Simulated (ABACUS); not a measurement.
**Nb2Si in ABACUS: the effect of basis**

The system is Nb2Si, a sheet with vacuum.

```
CELL_PARAMETERS angstrom
3.48018 0.00000 0.00000
-1.74009 3.01393 0.00000
0.00000 0.00000 29.16017
ATOMIC_POSITIONS crystal
Nb 0.33333 0.66667 0.24465
Nb 0.66667 0.33333 0.33834
Si 0.00000 0.00000 0.29149
```

The cell was built by a generator and needn't be a form met in nature.

Alike in all runs:

```yaml
Program: ABACUS 3.10.1
Task: single point
Functional: PBE
Potentials_or_basis: PseudoDojo NC SR 0.4.1 PBE standard
k_mesh: 6 × 6 × 1
Occupations: fermi-dirac, width 0.05 eV
Spin: no spin polarisation
```

```tsv
basis	cutoff	largest force (eV/Å)
DZP	1361 eV	?
TZDP	1361 eV	0.06
pw	1116 eV	0.06
```

Problem. What does the run with basis DZP give?

Solution. Largest force 0.10 eV/Å.

Caveats: the atomic orbitals were generated for these runs and aren't a published set (some runs); there are fewer bands than atomic start orbitals, so a level may be missed at k points of high symmetry (some runs).
